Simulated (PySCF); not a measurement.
# CeOH2: structure of the singlet

Where does singlet CeOH2 go from a T-shaped (ligand arrangement 1) start, is the end point a minimum, and what are its modes, charges and moments?

Method: PBE0, basis Ce def2-SVP with ECP28, O def2-SVP, H def2-SVP, scalar-relativistic core potentials, no spin–orbit coupling, density fitting; program: PySCF 2.14.0.

## 1. The system as given

4 atoms, charge 0, spin multiplicity 1.

Bond lengths: Ce1–O2 1.940 Å, Ce1–H3 1.950 Å, Ce1–H4 1.950 Å. Angles: O2–Ce1–H3 88.0°, O2–Ce1–H4 176.0°, H3–Ce1–H4 88.0°.

Z-matrix (Å, degrees; charge 0 multiplicity 1):
```
Ce
O  1 1.9400
H  1 1.9500 2 88.00
H  1 1.9500 3 88.00 2 180.00
```

## 2. T-shaped (ligand arrangement 1) start, singlet: relaxation

The steps below are one call of a driver around PySCF. For each, scf.py gives the equivalent set-up of the SCF; relaxations use the driver's own optimiser. Before each start the driver seeks the lowest SCF state from one or more starting densities and follows internal instabilities, so scf.py alone need not reach the same state.

The program finds Cs symmetry in the start, which this walk keeps. Threshold on the gradient: 0.0003 Eh/bohr, with a further test on the energy change.

scf.py reads:

```python
from pyscf import gto, scf, dft
mol = gto.M(atom='''
Ce     0.183939     0.000000    -0.019737
O     -1.754861     0.000000     0.047963
H      0.183939     0.000000     1.930263
H      2.132739     0.000000     0.048363''',
    basis={'Ce': 'def2-SVP', 'O': 'def2-SVP', 'H': 'def2-SVP'},
    ecp={'Ce': 'def2-SVP'},
    charge=0, spin=0)
mf = dft.RKS(mol, xc='PBE0')
mf.grids.atom_grid = (50, 194)
aux = {'Ce': 'def2-universal-JKFIT', 'O': 'def2-universal-JKFIT', 'H': 'def2-universal-JKFIT'}
mf = mf.density_fit(auxbasis=aux)
mf.kernel()
```

The runs that follow: Vibrations and properties at this point; Following the imaginary mode; Frequencies.

Q: Predict the outcome of this session. Wanted: minimum; geometry; wavenumbers; dipole moment; highest occupied, lowest empty level; polar-tensor charge of Ce1; zero-point energy.

The runs gave:

```
                            quantity                                                               value
                             minimum                                                         singlet, Cs
                            geometry  Ce–H 2.031 Å (×2), Ce–O 1.755 Å; H–Ce–H 107.0°, H–Ce–O 111.9° (×2)
                  wavenumbers (cm⁻¹)      210 (a'), 274 (a''), 465 (a'), 915 (a'), 1357 (a''), 1423 (a')
                       dipole moment                                                              4.55 D
highest occupied, lowest empty level                                                     -6.80, -2.70 eV
          polar-tensor charge of Ce1                                                             +2.08 e
                   zero-point energy                                                         27.8 kJ/mol
                 entropy at 298.15 K                                                     280.0 J/(mol K)
```

**Reading.** The T-shaped (ligand arrangement 1) start (Cs) ends in a minimum of Cs symmetry, after a stop at a saddle point 4.5 kJ/mol higher, from which it was pushed off along an imaginary mode. The strongest infrared band lies at 1357 cm⁻¹ (a'', stretch). Only this shape and spin were tried, so other structures or states may lie lower. Spin–orbit coupling is left out.
